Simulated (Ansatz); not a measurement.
Crystal: TiCuNi2.

```
Cu Ni Ti
1.0
    -1.83678    1.83678    3.57467
     1.83678   -1.83678    3.57467
     1.83678    1.83678   -3.57467
Cu Ni Ti
1 2 1
Direct
  0.50000 0.50000 0.00000
  0.25000 0.75000 0.50000
  0.75000 0.25000 0.50000
  0.00000 0.00000 0.00000
```

The cell comes from a database or a generator and needn't be the stable form of this composition.

* Program: Ansatz 0.2.0
* Task: single point
* Functional: PBEsol
* Potentials or basis: all-electron LAPW, scalar-relativistic
* Cutoff: 291 eV (chosen from the basis error)
* Basis error allowed: 0.001 eV/atom
* k mesh: 10 × 10 × 10
* Occupations: fermi-dirac, width 0.05 eV
* Spin: collinear spin, ferromagnetic start
* Starting moments: [0.6, 1.0, 1.0, 1.0] μB

On this cell: pressure -6.7 GPa; largest force under 0.003 eV/Å; net moment 0.00 μB per cell; band gap on the k mesh none (metal or under the smearing width).

The same run follows on a disturbed copy (atoms moved at random, drawn with an rms of 0.05 Å):

```
CELL_PARAMETERS angstrom
-1.83678 1.83678 3.57467
1.83678 -1.83678 3.57467
1.83678 1.83678 -3.57467
ATOMIC_POSITIONS crystal
Cu 0.50419 0.49032 0.00271
Ni 0.25200 0.74619 0.49022
Ni 0.76377 0.23544 0.49201
Ti 0.00847 0.00259 0.00485
```

Task: What does the disturbed cell give?

Result: The energy (extrapolated to zero smearing) moves by +6.8 meV/atom; pressure -6.4 GPa; largest force 0.432 eV/Å; net moment 0.00 μB per cell; band gap on the k mesh none (metal or under the smearing width).

Forces in eV/Å, atoms in the order of the input:
```
Cu   0.007 -0.083  0.362
Ni  -0.030  0.254 -0.191
Ni   0.343 -0.196 -0.176
Ti  -0.320  0.025  0.004
```

Stress tensor (GPa, compression positive):
```
-6.17 -0.14 -0.17
-0.14 -6.20 -0.11
-0.17 -0.11 -6.87
```

Caveats: the starting moments weren't kept.
